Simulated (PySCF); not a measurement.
# CH9AsBN: geometry, electronic excitations

Wanted: the electronic excitations of CH9AsBN (`[H][As@OH22+]([H])([H])[B@@H-](C)N`), by calculation.

Computed with PySCF 2.14.0, with density-fitted response routines of our own, on a single molecule in the gas phase. Atoms count from 0, in the outputs and in this text.

### 1 The molecule as given

13 atoms, charge 0, multiplicity 1; geometry from: GFN2-xTB. The atoms were then displaced at random by about 0.01 Å, so the start is not that level's minimum.

Bonds of the start (Å): C0–B1 1.57, B1–N2 1.38, C0–H4 1.11, C0–H5 1.12, C0–H6 1.09, B1–H7 1.16, N2–H8 0.99, N2–H9 1.00, As3–H10 1.48, As3–H11 1.50, As3–H12 1.44.

### 2 Optimising the geometry at PBE0-D3(BJ)/def2-SVP

The job: settings as JSON, then the geometry in Å.

```
{"job": {"xc": "PBE0", "basis": "def2-SVP", "d3": "d3bj", "grid": 1, "shake": 0.01, "kind": "geom"}, "charge": 0, "multiplicity": 1}
C     -1.016110     1.141330     0.489750
B     -1.302910    -0.387000     0.672940
N     -1.149510    -1.240020    -0.405430
As     2.082680    -0.008330    -0.983580
H     -0.816400     1.428060    -0.558800
H     -1.887250     1.772480     0.808350
H     -0.178090     1.478340     1.095600
H     -1.601110    -0.827530     1.705770
H     -0.894980    -0.904010    -1.301770
H     -1.277440    -2.235220    -0.349860
H      2.458700     1.043870    -0.006750
H      2.122560    -1.023220     0.119620
H      3.465660    -0.255640    -1.296180
```

On the command line:

```console
$ OMP_NUM_THREADS=1 python probes_run.py task.json out
```

This one command runs all jobs of the session in turn.

**Question.** This job is followed by: TDDFT PBE0/def2-TZVPD, vertical, gas phase, core orbitals frozen in the response. Predict these results of the whole session: point group; rotational constants (main isotopes); lowest singlet (PBE0/def2-TZVPD); brightest single state of those computed; lowest triplet.

The runs gave:

| quantity | value |
| --- | --- |
| point group | C1 |
| rotational constants (main isotopes) | 7.60, 1.25, 1.12 GHz |
| lowest singlet (PBE0/def2-TZVPD) | 6.58 eV (188 nm), f = 0.132 |
| brightest single state of those computed | state 3, 7.07 eV, f = 0.170 |
| lowest triplet | 5.75 eV |

What this shows: Over 14 steps the energy fell by 0.219 eV; of the close pairs, B1–As3 changed most, 3.788 to 4.025 Å. No frequency check was run at this level, so the end point may be a saddle. The structure rearranged or came apart on optimisation; the results belong to the end geometry, not to the formula as drawn. The first singlet state (HOMO→LUMO 0.93) lies at 6.58 eV and is bright; of the 10 states computed, the strongest absorption comes from state 3 at 7.07 eV. The lowest triplet lies 0.82 eV below the lowest singlet (triplets in Tamm-Dancoff, singlets in full TDDFT).
